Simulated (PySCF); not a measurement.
# BCl2F (SMILES FB(Cl)Cl): wB97X-V/STO-6G

What is the vertical singlet–triplet gap of BCl2F at wB97X-V/STO-6G? The job is set up through a Python script.

The calculation is run with PySCF 2.14.0.

4 further runs of the same task are left out: 4 set aside as unsound or not needed.

### 1 The structure to begin with

BCl2F has 4 atoms, charge 0, and is taken as a singlet. SMILES: `FB(Cl)Cl`. The coordinates come from a GFN2-xTB relaxation.

Bond lengths: B1–Cl2 1.712 Å, B1–Cl3 1.712 Å, B1–F4 1.323 Å. Angles: Cl2–B1–Cl3 123.6°, Cl2–B1–F4 118.2°, Cl3–B1–F4 118.2°.

### 2 A single-point energy at wB97X-V/STO-6G

File calc.py:

```python
from pyscf import gto, dft

mol = gto.Mole()
mol.atom = [
    ('B', (-0.037880, -0.063210, -0.000480)),
    ('Cl', (1.671570, -0.146640, 0.013750)),
    ('Cl', (-0.914230, 1.407130, -0.016990)),
    ('F', (-0.719460, -1.197280, 0.003720)),
]
mol.basis = 'sto-6g'
mol.spin = 0
mol.verbose = 4
mol.max_memory = 1860
mol.build()

calc0 = dft.RKS(mol, xc='wb97x-v')
calc0.grids.level = 5
calc0.nlcgrids.level = 1
calc0.conv_tol = 1e-10
calc0.kernel()
if not calc0.converged:
    calc0 = calc0.newton().run(calc0.mo_coeff, calc0.mo_occ)

energy = calc0.e_tot
print('E(%s) = %.9f' % ('WB97X-V', energy))
```

Started as:

```
$ OMP_NUM_THREADS=1 python calc.py
```

The program printed:

```text
PySCF version 2.14.0

[INPUT] num. atoms = 4
[INPUT] num. electrons = 48
[INPUT] charge = 0
[INPUT] spin (= nelec alpha-beta = 2S) = 0
[INPUT] symmetry False subgroup None
[INPUT] Mole.unit = angstrom
[INPUT] Symbol           X                Y                Z      unit          X                Y                Z       unit  Magmom
[INPUT]  1 B     -0.037880000000  -0.063210000000  -0.000480000000 AA   -0.071582825599  -0.119449588334  -0.000907068540 Bohr   0.0
[INPUT]  2 Cl     1.671570000000  -0.146640000000   0.013750000000 AA    3.158809498039  -0.277109438906   0.025983734213 Bohr   0.0
[INPUT]  3 Cl    -0.914230000000   1.407130000000  -0.016990000000 AA   -1.727644314861   2.659090321659  -0.032106446856 Bohr   0.0
[INPUT]  4 F     -0.719460000000  -1.197280000000   0.003720000000 AA   -1.359582357580  -2.262531294419   0.007029781183 Bohr   0.0

nuclear repulsion = 183.247378429857
number of shells = 16
number of NR pGTOs = 168
number of NR cGTOs = 28
basis = sto-6g
ecp = {}

******** <class 'pyscf.dft.rks.RKS'> ********
method = RKS
initial guess = minao
damping factor = 0
level_shift factor = 0
DIIS = <class 'pyscf.scf.diis.CDIIS'>
diis_start_cycle = 1
diis_space = 8
diis_damp = 0
SCF conv_tol = 1e-10
SCF conv_tol_grad = None
SCF max_cycles = 50
direct_scf = True
direct_scf_tol = 1e-13
XC library pyscf.dft.libxc version 7.0.0
    S. Lehtola, C. Steigemann, M. J.T. Oliveira, and M. A.L. Marques.,  SoftwareX 7, 1–5 (2018)
XC functionals = wb97x-v
    N. Mardirossian and M. Head-Gordon.,  Phys. Chem. Chem. Phys. 16, 9904-9924 (2014)
radial grids:
    Treutler-Ahlrichs [JCP 102, 346 (1995); DOI:10.1063/1.469408] (M4) radial grids

becke partition: Becke, JCP 88, 2547 (1988); DOI:10.1063/1.454033
pruning grids: <function nwchem_prune>
grids dens level: 5
symmetrized grids: False
atomic radii adjust function: <function treutler_atomic_radii_adjust>
** Following is NLC and NLC Grids **
NLC functional = wb97x-v
radial grids:
    Treutler-Ahlrichs [JCP 102, 346 (1995); DOI:10.1063/1.469408] (M4) radial grids

becke partition: Becke, JCP 88, 2547 (1988); DOI:10.1063/1.454033
pruning grids: <function nwchem_prune>
grids dens level: 1
symmetrized grids: False
atomic radii adjust function: <function treutler_atomic_radii_adjust>
small_rho_cutoff = 0
Set gradient conv threshold to 1e-05
Initial guess from minao.
tot grids = 173136
tot grids = 23112
init E= -1041.44727540471
  HOMO = -0.469602670605583  LUMO = 0.0686631104825776  gap/eV = 14.64696
cycle= 1 E= -1041.2346046763  delta_E= 0.213  |g|= 0.574  |ddm|=  2.6
  HOMO = -0.335464141923507  LUMO = 0.0496586050962582  gap/eV = 10.47972
cycle= 2 E= -1041.30959905132  delta_E= -0.075  |g|= 0.468  |ddm|= 1.46
  HOMO = -0.375960938271738  LUMO = 0.11971252850764  gap/eV = 13.48796
cycle= 3 E= -1041.37148464004  delta_E= -0.0619  |g|= 0.0381  |ddm|= 0.584
  HOMO = -0.38256396007744  LUMO = 0.138868205712662  gap/eV = 14.18889
cycle= 4 E= -1041.37210579536  delta_E= -0.000621  |g|= 0.00888  |ddm|= 0.0789
  HOMO = -0.381583592193697  LUMO = 0.138235093009317  gap/eV = 14.14499
cycle= 5 E= -1041.3721465598  delta_E= -4.08e-05  |g|= 0.000889  |ddm|= 0.0214
  HOMO = -0.381681332062579  LUMO = 0.137905856836415  gap/eV = 14.13869
cycle= 6 E= -1041.37214712019  delta_E= -5.6e-07  |g|= 0.000179  |ddm|= 0.00244
  HOMO = -0.381695585701825  LUMO = 0.137943769416358  gap/eV = 14.14011
cycle= 7 E= -1041.37214714643  delta_E= -2.62e-08  |g|= 3.56e-05  |ddm|= 0.000537
  HOMO = -0.381694592799603  LUMO = 0.137949871514205  gap/eV = 14.14025
cycle= 8 E= -1041.37214714715  delta_E= -7.23e-10  |g|= 2.1e-06  |ddm|= 8.89e-05
  HOMO = -0.381694410453784  LUMO = 0.137949876535632  gap/eV = 14.14024
cycle= 9 E= -1041.37214714715  delta_E= -3.41e-12  |g|= 2.86e-07  |ddm|= 5.49e-06
  HOMO = -0.381694401002212  LUMO = 0.137949877802704  gap/eV = 14.14024
Extra cycle  E= -1041.37214714715  delta_E= 2.27e-13  |g|= 9.15e-08  |ddm|= 7.05e-07
converged SCF energy = -1041.37214714715
E(WB97X-V) = -1041.372147147
```

Wall time 29 s (1 thread of Intel Xeon Platinum 8488C (Sapphire Rapids), shared host); peak memory 0.24 GiB.

### 3 The triplet, same level

File job.py:

```python
from pyscf import gto, dft

molecule = gto.Mole()
molecule.atom = [
    ('B', (-0.037880, -0.063210, -0.000480)),
    ('Cl', (1.671570, -0.146640, 0.013750)),
    ('Cl', (-0.914230, 1.407130, -0.016990)),
    ('F', (-0.719460, -1.197280, 0.003720)),
]
molecule.basis = 'sto-6g'
molecule.verbose = 3
molecule.max_memory = 1860
molecule.spin = 2
molecule.build()

mf = dft.UKS(molecule)
mf.xc = 'wb97x-v'
mf.conv_tol = 1e-10
mf.nlcgrids.level = 1
mf.grids.level = 5
mf.kernel()
if not mf.converged:
    mf = mf.newton().run(mf.mo_coeff, mf.mo_occ)

e_tot = mf.e_tot
print(f'total energy: {e_tot:.8f} hartree')
```

Started as:

```
$ OMP_NUM_THREADS=1 python job.py
```

The program printed:

```text
WARN: HOMO 0.0686631104825775 >= LUMO -0.469602670605582

WARN: HOMO -0.0620600165847546 >= LUMO -0.155616544433971

WARN: HOMO -0.116865560927613 >= LUMO -0.182887845194715

WARN: HOMO -0.100056159070832 >= LUMO -0.159957806327426

WARN: HOMO -0.107797792545742 >= LUMO -0.15729276427113

WARN: HOMO -0.114508433286037 >= LUMO -0.156601306522373

WARN: HOMO -0.119504829535955 >= LUMO -0.15662373528562

WARN: HOMO -0.119329718278264 >= LUMO -0.160839649252252

WARN: HOMO -0.119717924410498 >= LUMO -0.160100661909697

WARN: HOMO -0.119687624588972 >= LUMO -0.160119018560311

WARN: HOMO -0.119680900835994 >= LUMO -0.160155482855332

WARN: HOMO -0.119681111680979 >= LUMO -0.160139506077563

WARN: HOMO -0.119680781103453 >= LUMO -0.16013880590749

WARN: HOMO -0.119680976964204 >= LUMO -0.1601393185456

WARN: HOMO -0.119681065697642 >= LUMO -0.160139437489163

WARN: HOMO -0.119681069798701 >= LUMO -0.160139304755581

WARN: HOMO -0.119680918883794 >= LUMO -0.160139220038094

WARN: HOMO -0.119680885149678 >= LUMO -0.160139206084479

converged SCF energy = -1041.09033359105  <S^2> = 2.0032641  2S+1 = 3.0021753
total energy: -1041.09033359 hartree
```

Wall time 54 s (1 thread of Intel Xeon Platinum 8488C (Sapphire Rapids), shared host); peak memory 0.24 GiB.

### 4 Summary of results

Level: wB97X-V/STO-6G.

| quantity | value |
| --- | --- |
| singlet: total energy | -1041.37215 Eh |
| singlet: dipole moment | 1.28 D |
| singlet: HOMO energy | -10.39 eV |
| singlet: LUMO energy | 3.75 eV |
| singlet: HOMO–LUMO gap | 14.14 eV |
| triplet: total energy | -1041.09033 Eh |
| triplet: dipole moment | 1.44 D |
| triplet: HOMO energy (highest over α and β) | -3.26 eV |
| triplet: ⟨S²⟩ | 2.003 |
| vertical energy of the triplet above the singlet | 7.669 eV |

What this shows: At this shape the triplet lies 7.67 eV (740 kJ/mol) above the singlet. In a minimal basis such a difference can be off by several eV, whatever the method. Mulliken charges (triplet) run from -0.09 on Cl2 to +0.13 on B1; they depend strongly on the basis.
